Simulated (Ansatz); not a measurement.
# AlBrH4O2: the cost of one run

Method: PBE0-D4, def2-SVP first, then def2-TZVP; program: Ansatz 0.2.0, Gaussian basis.

114 further runs of the same task are left out: 114 set aside as unsound or not needed.

## (1) The system as given

The guess: 8 atoms, charge 0, spin multiplicity 1.

Atoms are counted from 1 here; the program's logs count them from 0.

Bond lengths: Al1–H2 1.629 Å, Al1–O3 1.636 Å, Al1–O4 1.636 Å, Al1–H5 1.745 Å, Al1–Br6 2.430 Å, O3–H7 0.943 Å, O4–H8 0.943 Å, H5–Br6 1.676 Å. Angles: H2–Al1–O3 107.8°, H2–Al1–O4 107.8°, H2–Al1–H5 44.8°, H2–Al1–Br6 88.4°, O3–Al1–O4 132.8°, O3–Al1–H5 113.6°, O3–Al1–Br6 105.5°, O4–Al1–H5 113.5°, O4–Al1–Br6 105.5°, H5–Al1–Br6 43.6°, Al1–O3–H7 178.1°, Al1–O4–H8 177.9°, Al1–H5–Br6 90.5°, Al1–Br6–H5 45.9°.

Geometry (Å):

```xyz
8
charge 0, multiplicity 1
Al   -0.1858    0.0271   -0.0335
H    -0.0690   -1.5873   -0.2138
O    -0.3456    0.6875   -1.5215
O    -0.9249    0.3191    1.3962
H     1.1062   -1.1409    0.0761
Br    2.1958    0.0774    0.4464
H    -0.4329    1.0968   -2.3666
H    -1.3438    0.5203    2.2167
```

Distances that are to change: Al1–Br6 2.43 Å, H2–H5 1.29 Å, Al1–H2 1.63 Å, H5–Br6 1.68 Å.

## (2) Constrained relaxation of the guess

The input, hold/in.yaml:

```yaml
crystal:
  periodic: [false, false, false]
  atoms:
    - {symbol: Al, position_ang: [-0.185800, 0.027100, -0.033500]}
    - {symbol: H, position_ang: [-0.069000, -1.587300, -0.213800]}
    - {symbol: O, position_ang: [-0.345600, 0.687500, -1.521500]}
    - {symbol: O, position_ang: [-0.924900, 0.319100, 1.396200]}
    - {symbol: H, position_ang: [1.106200, -1.140900, 0.076100]}
    - {symbol: Br, position_ang: [2.195800, 0.077400, 0.446400]}
    - {symbol: H, position_ang: [-0.432900, 1.096800, -2.366600]}
    - {symbol: H, position_ang: [-1.343800, 0.520300, 2.216700]}
basis:
  gaussian: {orbitals: def2-SVP}
hamiltonian: {xc: pbe0, dispersion: d4}
relax: {f_tol: 0.04, max_steps: 150, escape_saddle: false, constraints: [{distance: [0, 5]}, {distance: [1, 4]}, {distance: [0, 1]}, {distance: [4, 5]}]}
```

On the command line:

```bash
> ansatz run in.yaml --threads 4 --pin off --events-out ev --progress --plain --max-ram 9574MiB
```

**Question.** How long does this run take on 4 threads of Intel Xeon at 2.50GHz, shared host?

About 41 s.
